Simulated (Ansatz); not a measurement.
**H5NO3Ti: small, medium and large basis sets**

An exercise on one series of results from a longer session: the logs are not shown, and one member is left open.

The runs use Ansatz 0.2.0, Gaussian basis; one geometry, several basis sets.

Plan: PBE0-D4/def2-SVP; ωB97M-V/def2-SVP; PBE0-D4/def2-QZVPP; ωB97M-V/def2-QZVPP; the functionals' def2-TZVPP values are taken from earlier runs.

### Structure used throughout

An earlier PBE0-D4 in a triple-zeta def2 set relaxation fixed the geometry.

10 atoms, charge 0, spin multiplicity 1.

Atoms are counted from 1 here; the program's logs count them from 0.

Bond lengths: N1–Ti2 1.881 Å, N1–H6 1.010 Å, N1–H7 1.010 Å, Ti2–O3 1.801 Å, Ti2–O4 1.805 Å, Ti2–O5 1.809 Å, O3–H8 0.958 Å, O4–H9 0.958 Å, O5–H10 0.957 Å. Angles: Ti2–N1–H6 124.6°, Ti2–N1–H7 124.2°, H6–N1–H7 110.6°, N1–Ti2–O3 107.1°, N1–Ti2–O4 108.0°, N1–Ti2–O5 110.5°, O3–Ti2–O4 113.7°, O3–Ti2–O5 109.2°, O4–Ti2–O5 108.4°, Ti2–O3–H8 129.9°, Ti2–O4–H9 130.4°, Ti2–O5–H10 128.3°.

The first run:

in.yaml reads:

```yaml
crystal:
  periodic: [false, false, false]
  atoms:
    - {symbol: N, position_ang: [-0.894687, 0.083620, -1.304704]}
    - {symbol: Ti, position_ang: [0.121827, 0.017160, 0.277104]}
    - {symbol: O, position_ang: [0.746208, -1.665193, 0.433936]}
    - {symbol: O, position_ang: [-0.939300, 0.527352, 1.645659]}
    - {symbol: O, position_ang: [1.517899, 1.163106, 0.180669]}
    - {symbol: H, position_ang: [-1.713346, 0.659794, -1.436755]}
    - {symbol: H, position_ang: [-0.782357, -0.555809, -2.078263]}
    - {symbol: H, position_ang: [1.642532, -1.978681, 0.559603]}
    - {symbol: H, position_ang: [-1.415858, 0.003645, 2.290324]}
    - {symbol: H, position_ang: [1.800381, 1.693808, -0.564473]}
basis:
  gaussian: {orbitals: def2-SVP}
hamiltonian: {xc: pbe0, dispersion: d4}
output: {orbitals: {seedname: orbitals}}
```

The run is started by

```
ansatz run in.yaml --threads 4 --pin off --events-out ev --progress --plain --max-ram 10444MiB
```

Among the steps run: PBE0-D4 in def2-SVP; ωB97M-V in def2-SVP; PBE0-D4 in def2-QZVPP; ωB97M-V in def2-QZVPP.

One table of the session follows, with a row left open; its other results are not shown here.

It belongs to the step «Density functionals: the series». 

```
functional       basis  HOMO (eV)
   PBE0-D4    def2-SVP      -7.09
   PBE0-D4  def2-TZVPP          ?
   PBE0-D4  def2-QZVPP      -7.46
   ωB97M-V    def2-SVP      -9.45
   ωB97M-V  def2-TZVPP      -9.80
   ωB97M-V  def2-QZVPP      -9.84
```

**Question.** Estimate the row for PBE0-D4, def2-TZVPP.

**Answer.** HOMO (eV): -7.42. In the column «HOMO (eV)» it lies between PBE0-D4, def2-QZVPP (-7.46) and PBE0-D4, def2-SVP (-7.09).
